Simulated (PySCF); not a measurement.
# B3ClH5P: electronic excitations and core binding energies

Aim: predict the electronic excitations and core binding energies of B3ClH5P (`BPB(B)Cl`).

Programs: PySCF 2.14.0, with density-fitted response routines of our own. Each step states its level of theory. These are calculated values for one molecule in the gas phase, unless marked as measured. Atoms count from 0, in the outputs and in this text.

**1. The molecule as given**

10 atoms, charge 0, multiplicity 1; geometry from: GFN2-xTB.

Bonds of the start (Å): B0–P1 1.81, P1–B2 1.87, B2–B3 1.64, B2–Cl4 1.73, B0–H5 1.17, B0–H6 1.17, P1–H7 1.38, B3–H8 1.17, B3–H9 1.17.

**2. Ultraviolet spectrum: wB97X-D/def2-SVPD**

The job: settings as JSON, then the geometry in Å.

```
{"job": {"kind": "uv", "xc": "wB97X-D", "basis": "def2-SVPD", "nstates": 8, "ntriplets": 3}, "charge": 0, "multiplicity": 1}
B      2.241118     0.409880    -0.053664
P      0.625946     0.406039     0.765277
B     -0.872303     0.343765    -0.345482
B     -2.110533    -0.682568    -0.026420
Cl    -0.807128     1.465454    -1.662196
H      3.140877    -0.147127     0.441926
H      2.385834     1.053122    -1.019091
H      0.530477    -0.659848     1.637181
H     -2.216736    -1.719094    -0.563005
H     -2.908671    -0.464968     0.802947
```

Method: TDDFT wB97X-D/def2-SVPD, vertical, gas phase, core orbitals frozen in the response.

Started as:

```console
$ OMP_NUM_THREADS=1 python probes_run.py task.json out
```

One launch serves the whole session: the jobs run in the order shown.

The program printed:

```text
coarse grid: 9608 points
cycle   1  E = -878.6393366583  dE =  4.638e-01  |g| = 2.481e-01  |ddm| = 3.583e+00
cycle   2  E = -878.6570521137  dE = -1.772e-02  |g| = 1.819e-01  |ddm| = 8.137e-01
cycle   3  E = -878.6667305410  dE = -9.678e-03  |g| = 3.428e-02  |ddm| = 3.812e-01
cycle   4  E = -878.6672907408  dE = -5.602e-04  |g| = 9.773e-03  |ddm| = 1.190e-01
cycle   5  E = -878.6673325390  dE = -4.180e-05  |g| = 2.474e-03  |ddm| = 2.537e-02
cycle   6  E = -878.6673369166  dE = -4.378e-06  |g| = 6.800e-04  |ddm| = 1.000e-02
final grid: 84160 points
cycle   7  E = -878.7673522014  dE = -8.078e-05  |g| = 4.009e-03  |ddm| = 9.984e-02
cycle   8  E = -878.7673562660  dE = -4.065e-06  |g| = 2.478e-03  |ddm| = 1.595e-02
cycle   9  E = -878.7673580667  dE = -1.801e-06  |g| = 5.227e-04  |ddm| = 5.196e-03
cycle  10  E = -878.7673582129  dE = -1.461e-07  |g| = 2.092e-04  |ddm| = 1.839e-03
cycle  11  E = -878.7673582356  dE = -2.274e-08  |g| = 5.578e-05  |ddm| = 5.055e-04
cycle  12  E = -878.7673582397  dE = -4.095e-09  |g| = 1.901e-05  |ddm| = 2.412e-04
cycle  13  E = -878.7673582403  dE = -5.994e-10  |g| = 5.963e-06  |ddm| = 9.669e-05
converged SCF energy = -878.7673582403

Static polarisability (au): isotropic 85.413, principal 65.491 84.089 106.659

Singlet excitations
state   eV       nm        f      main configurations
  1   4.3548    284.7   0.08225   H->L 0.65, H-1->L 0.26
  2   4.6426    267.1   0.06537   H-1->L 0.59, H->L 0.27
  3   4.9521    250.4   0.00695   H->L+1 0.52, H-1->L+1 0.28
  4   5.4248    228.6   0.06955   H-1->L+1 0.59, H->L+1 0.30
  5   5.8357    212.5   0.06136   H->L+2 0.64, H-3->L 0.13
  6   5.9911    206.9   0.03055   H->L+2 0.23, H-3->L 0.22, H-2->L 0.20
  7   6.1842    200.5   0.03969   H-1->L+2 0.35, H-2->L 0.20, H-3->L 0.09
  8   6.2371    198.8   0.04310   H-1->L+2 0.25, H-2->L 0.21, H-3->L 0.14

Triplet excitations (Tamm-Dancoff, eV): 3.5333 3.9712 4.4445
```

Wall time 19 s (1 thread of Arm Neoverse V2, shared host); peak memory 0.65 GiB.

The orbitals next to the gap, with their largest atomic shares:

| orbital | eV | atoms |
| --- | --- | --- |
| HOMO−3 | -11.83 | Cl4 32 %, B3 16 %, H9 10 % |
| HOMO−2 | -11.72 | B0 22 %, Cl4 19 %, H6 15 % |
| HOMO−1 | -10.06 | Cl4 37 %, B2 18 %, P1 17 % |
| HOMO | -9.32 | P1 51 %, B0 15 %, B2 13 % |
| LUMO | -0.70 | B3 31 %, B2 17 %, B0 17 % |
| LUMO+1 | 0.14 | B2 26 %, B3 24 %, B0 13 % |
| LUMO+2 | 0.69 | P1 28 %, B0 25 %, B2 19 % |

With each of the 8 states as a Gaussian band of 0.4 eV half-width at 1/e, the curve within the window shown has maxima at 277 nm (ε 5,300), 207 nm (ε 6,200) L/(mol cm). Beyond the last state computed it falls off for lack of states. The curve at chosen wavelengths:

| nm | ε (L/mol/cm) |
| --- | --- |
| 190 | 2040 |
| 196 | 4150 |
| 201 | 5579 |
| 207 | 6220 |
| 212 | 5994 |
| 218 | 5350 |
| 224 | 4647 |
| 229 | 4036 |
| 235 | 3285 |
| 240 | 2793 |
| 246 | 2596 |
| 252 | 2923 |
| 257 | 3502 |
| 263 | 4323 |
| 268 | 4909 |
| 274 | 5304 |
| 280 | 5276 |
| 285 | 4944 |
| 291 | 4273 |
| 296 | 3588 |
| 302 | 2743 |
| 308 | 1976 |
| 313 | 1442 |
| 319 | 945 |
| 324 | 641 |
| 330 | 388 |

Further results of this job:

| property | computed |
| --- | --- |
| dipole moment (D) | 1.22 |
| polarisability (Å³) | 12.66 |
| HOMO–LUMO gap (eV) | 8.62 |
| −ε(HOMO) (eV) | 9.32 |

**3. Core-electron binding energies: SCAN, X2C**

Settings changed since step 2:

```diff
@@ -1,2 +1,2 @@
-{"job": {"kind": "uv", "xc": "wB97X-D", "basis": "def2-SVPD", "nstates": 8, "ntriplets": 3}, "charge": 0, "multiplicity": 1}
+{"job": {"kind": "xps"}, "charge": 0, "multiplicity": 1}
 B      2.241118     0.409880    -0.053664
```

With the program's defaults for keys left out, this is: delta-SCF UKS SCAN, pcX-2 on the ionised atom, pcseg-1 elsewhere, spin-free X2C.

The program printed:

```text
ground state, core basis on atom 0 (B), 134 functions
  cycle   1  E = -881.06042206  |g| = 2.42e-01
  cycle   2  E = -881.05464115  |g| = 2.75e-01
  cycle   3  E = -881.08124987  |g| = 8.39e-02
  cycle   4  E = -881.08383427  |g| = 2.35e-02
  cycle   5  E = -881.08401320  |g| = 7.98e-03
  cycle   6  E = -881.08403469  |g| = 2.00e-03
  cycle   7  E = -881.08403543  |g| = 9.02e-04
  cycle   8  E = -881.08403495  |g| = 2.22e-04
  E(ground) = -881.11345920 Eh
hole in B 1s of atom 0
  cycle   1  E = -873.46352076  |g| = 1.16e+00
  cycle   2  E = -871.64677195  |g| = 1.89e+00
  cycle   3  E = -873.61782356  |g| = 5.67e-01
  cycle   4  E = -873.74228234  |g| = 4.37e-01
  cycle   5  E = -873.89865449  |g| = 1.07e-01
  cycle   6  E = -873.90309346  |g| = 8.73e-02
  cycle   7  E = -873.90899076  |g| = 2.57e-02
  cycle   8  E = -873.90988882  |g| = 2.49e-02
  cycle   9  E = -873.91077381  |g| = 1.44e-02
  cycle  10  E = -873.91133572  |g| = 1.07e-02
  cycle  11  E = -873.91145972  |g| = 3.41e-03
  cycle  12  E = -873.91147627  |g| = 1.59e-03
  cycle  13  E = -873.91147837  |g| = 6.03e-04
  cycle  14  E = -873.91147959  |g| = 2.13e-04
  E(ion) = -873.94141050 Eh   <S^2> = 1.1496   hole on atom = 1.000   binding energy = 195.161 eV
ground state, core basis on atom 1 (P), 145 functions
  cycle   1  E = -881.20534267  |g| = 3.38e-01
  cycle   2  E = -881.20508105  |g| = 3.91e-02
  cycle   3  E = -881.20415868  |g| = 6.52e-02
  cycle   4  E = -881.20562559  |g| = 5.15e-03
  cycle   5  E = -881.20563085  |g| = 3.92e-03
  cycle   6  E = -881.20563478  |g| = 4.49e-04
  E(ground) = -881.20471833 Eh
hole in P 1s of atom 1
  cycle   1  E = -801.04687222  |g| = 4.72e+00
  cycle   2  E = -801.04215017  |g| = 2.25e+00
  cycle   3  E = -801.35955604  |g| = 1.10e+00
  cycle   4  E = -802.11728397  |g| = 3.72e-01
  cycle   5  E = -802.19232301  |g| = 1.55e-01
  cycle   6  E = -802.20537258  |g| = 6.07e-02
  cycle   7  E = -802.20739531  |g| = 1.78e-02
  cycle   8  E = -802.20756329  |g| = 5.91e-03
  cycle   9  E = -802.20758522  |g| = 1.65e-03
  cycle  10  E = -802.20758510  |g| = 2.05e-04
  E(ion) = -802.20610798 Eh   <S^2> = 0.7517   hole on atom = 1.000   binding energy = 2149.662 eV
hole in P 2p of atom 1
  cycle   1  E = -875.77684406  |g| = 1.39e+00
  cycle   2  E = -875.47870621  |g| = 1.32e+00
  cycle   3  E = -876.08331542  |g| = 3.60e-01
  cycle   4  E = -876.15931467  |g| = 1.61e-01
  cycle   5  E = -876.17192759  |g| = 7.86e-02
  cycle   6  E = -876.17581559  |g| = 1.44e-02
  cycle   7  E = -876.17592656  |g| = 6.32e-03
  cycle   8  E = -876.17595258  |g| = 1.45e-03
  cycle   9  E = -876.17595492  |g| = 7.12e-04
  cycle  10  E = -876.17595498  |g| = 2.19e-04
  E(ion) = -876.18518443 Eh   <S^2> = 0.7536   hole on atom = 1.002   binding energy = 136.588 eV
  2p3/2 = 136.249 eV   2p1/2 = 137.137 eV
ground state, core basis on atom 2 (B), 134 functions
  cycle   1  E = -881.08517842  |g| = 6.55e-02
  cycle   2  E = -881.08337882  |g| = 8.51e-02
  cycle   3  E = -881.08583628  |g| = 2.17e-02
  cycle   4  E = -881.08598114  |g| = 9.73e-03
  cycle   5  E = -881.08601865  |g| = 1.29e-03
  cycle   6  E = -881.08601964  |g| = 3.17e-04
  E(ground) = -881.11570172 Eh
hole in B 1s of atom 2
  cycle   1  E = -873.42638217  |g| = 1.18e+00
  cycle   2  E = -871.44263696  |g| = 2.12e+00
  cycle   3  E = -873.70765879  |g| = 4.46e-01
  cycle   4  E = -873.65743769  |g| = 4.92e-01
  cycle   5  E = -873.85121436  |g| = 1.43e-01
  cycle   6  E = -873.86561597  |g| = 5.51e-02
  cycle   7  E = -873.86800607  |g| = 1.87e-02
  cycle   8  E = -873.86833395  |g| = 9.64e-03
  cycle   9  E = -873.86847342  |g| = 6.85e-03
  cycle  10  E = -873.86854729  |g| = 4.77e-03
  cycle  11  E = -873.86858220  |g| = 1.73e-03
  cycle  12  E = -873.86858633  |g| = 5.25e-04
  cycle  13  E = -873.86858608  |g| = 1.78e-04
  E(ion) = -873.89650462 Eh   <S^2> = 0.8751   hole on atom = 1.000   binding energy = 196.444 eV
ground state, core basis on atom 3 (B), 134 functions
  cycle   1  E = -881.08339578  |g| = 5.03e-02
  cycle   2  E = -881.08319477  |g| = 3.57e-02
  cycle   3  E = -881.08341623  |g| = 2.31e-02
  cycle   4  E = -881.08358640  |g| = 6.64e-03
  cycle   5  E = -881.08360413  |g| = 9.74e-04
  cycle   6  E = -881.08360340  |g| = 1.53e-04
  E(ground) = -881.11287613 Eh
hole in B 1s of atom 3
  cycle   1  E = -873.46283751  |g| = 1.15e+00
  cycle   2  E = -871.72135860  |g| = 1.88e+00
  cycle   3  E = -873.66184032  |g| = 5.08e-01
  cycle   4  E = -873.36968031  |g| = 6.97e-01
  cycle   5  E = -873.83494099  |g| = 2.20e-01
  cycle   6  E = -873.86115038  |g| = 2.10e-01
  cycle   7  E = -873.84791636  |g| = 2.42e-01
  cycle   8  E = -873.85344003  |g| = 2.28e-01
  cycle   9  E = -873.88045578  |g| = 1.44e-01
  cycle  10  E = -873.89321602  |g| = 7.63e-02
  cycle  11  E = -873.89757208  |g| = 2.68e-02
  cycle  12  E = -873.89806734  |g| = 8.82e-03
  cycle  13  E = -873.89811718  |g| = 4.64e-03
  cycle  14  E = -873.89813434  |g| = 1.07e-03
  cycle  15  E = -873.89813448  |g| = 8.19e-04
  cycle  16  E = -873.89813453  |g| = 4.17e-04
  E(ion) = -873.92667215 Eh   <S^2> = 1.4236   hole on atom = 1.000   binding energy = 195.547 eV
ground state, core basis on atom 4 (Cl), 145 functions
  cycle   1  E = -881.27827472  |g| = 4.85e-01
  cycle   2  E = -881.27835914  |g| = 4.97e-02
  cycle   3  E = -881.27803356  |g| = 5.02e-02
  cycle   4  E = -881.27862180  |g| = 1.72e-02
  cycle   5  E = -881.27870766  |g| = 3.92e-03
  cycle   6  E = -881.27871518  |g| = 6.93e-04
  cycle   7  E = -881.27871391  |g| = 1.37e-04
  E(ground) = -881.29035954 Eh
hole in Cl 1s of atom 4
  cycle   1  E = -776.06417908  |g| = 5.47e+00
  cycle   2  E = -776.27138018  |g| = 2.25e+00
  cycle   3  E = -776.70931913  |g| = 9.74e-01
  cycle   4  E = -777.15493988  |g| = 4.38e-01
  cycle   5  E = -777.25517676  |g| = 2.74e-01
  cycle   6  E = -777.31030347  |g| = 5.59e-02
  cycle   7  E = -777.31168252  |g| = 2.95e-02
  cycle   8  E = -777.31228800  |g| = 7.41e-03
  cycle   9  E = -777.31232863  |g| = 1.81e-03
  cycle  10  E = -777.31233161  |g| = 4.50e-04
  E(ion) = -777.33273712 Eh   <S^2> = 0.7521   hole on atom = 1.000   binding energy = 2828.831 eV
hole in Cl 2p of atom 4
  cycle   1  E = -873.20031882  |g| = 1.71e+00
  cycle   2  E = -872.96723215  |g| = 1.38e+00
  cycle   3  E = -873.52312314  |g| = 4.19e-01
  cycle   4  E = -873.61262243  |g| = 2.71e-01
  cycle   5  E = -873.66421506  |g| = 8.67e-02
  cycle   6  E = -873.66888978  |g| = 2.38e-02
  cycle   7  E = -873.66926667  |g| = 9.21e-03
  cycle   8  E = -873.66933152  |g| = 2.00e-03
  cycle   9  E = -873.66933349  |g| = 3.33e-04
  E(ion) = -873.68976787 Eh   <S^2> = 0.7516   hole on atom = 1.001   binding energy = 206.823 eV
  2p3/2 = 206.237 eV   2p1/2 = 207.891 eV
```

Wall time 41 s (1 thread of Arm Neoverse V2, shared host); peak memory 0.46 GiB.

Binding energies by hole, beside the orbital energy of the ground state; the difference holds orbital relaxation and, for a density functional, its self-interaction error:

| hole | stands for | environment | ΔSCF (eV; 2p as the shell's mean) | −ε (eV) | ⟨S²⟩ |
| --- | --- | --- | --- | --- | --- |
| B1s on B0 | B0 | boron bonded to P, 2 H | 195.16 (doubtful) | 180.4 | 1.150 |
| P1s on P1 | P1 | phosphorus bonded to 2 B, H | 2149.66 | 2092.7 | 0.752 |
| P2p on P1 | P1 | phosphorus bonded to 2 B, H | 136.55 | 125.8 | 0.754 |
| B1s on B2 | B2 | boron bonded to B, Cl, P | 196.44 (doubtful) | 181.5 | 0.875 |
| B1s on B3 | B3 | boron bonded to B, 2 H | 195.55 (doubtful) | 180.5 | 1.424 |
| Cl1s on Cl4 | Cl4 | chlorine bonded to B | 2828.83 | 2764.0 | 0.752 |
| Cl2p on Cl4 | Cl4 | chlorine bonded to B | 206.79 | 193.8 | 0.752 |

Doubtful: the ion did not converge, its hole moved, or its ⟨S²⟩ is well above 0.75.

With the spin-orbit splitting: P1 2p3/2 136.25, 2p1/2 137.14 eV; Cl4 2p3/2 206.24, 2p1/2 207.89 eV. The table gives each 2p level as the mean over the whole 2p shell (two parts 2p3/2, one part 2p1/2), which differs a little from the single hole in the log.

**4. Results**

```
                          quantity                        value
lowest singlet (wB97X-D/def2-SVPD)  4.35 eV (285 nm), f = 0.082
                    lowest triplet                      3.53 eV
  P1s binding energies, SCAN/pcX-2                P1 2149.66 eV
  P2p binding energies, SCAN/pcX-2                 P1 136.55 eV
 Cl1s binding energies, SCAN/pcX-2               Cl4 2828.83 eV
 Cl2p binding energies, SCAN/pcX-2                Cl4 206.79 eV
```

What this shows: The lowest singlet, at 4.35 eV, is HOMO→LUMO 0.65, HOMO−1→LUMO 0.26 and is bright. The lowest triplet lies 0.82 eV below the lowest singlet (triplets in Tamm-Dancoff, singlets in full TDDFT).
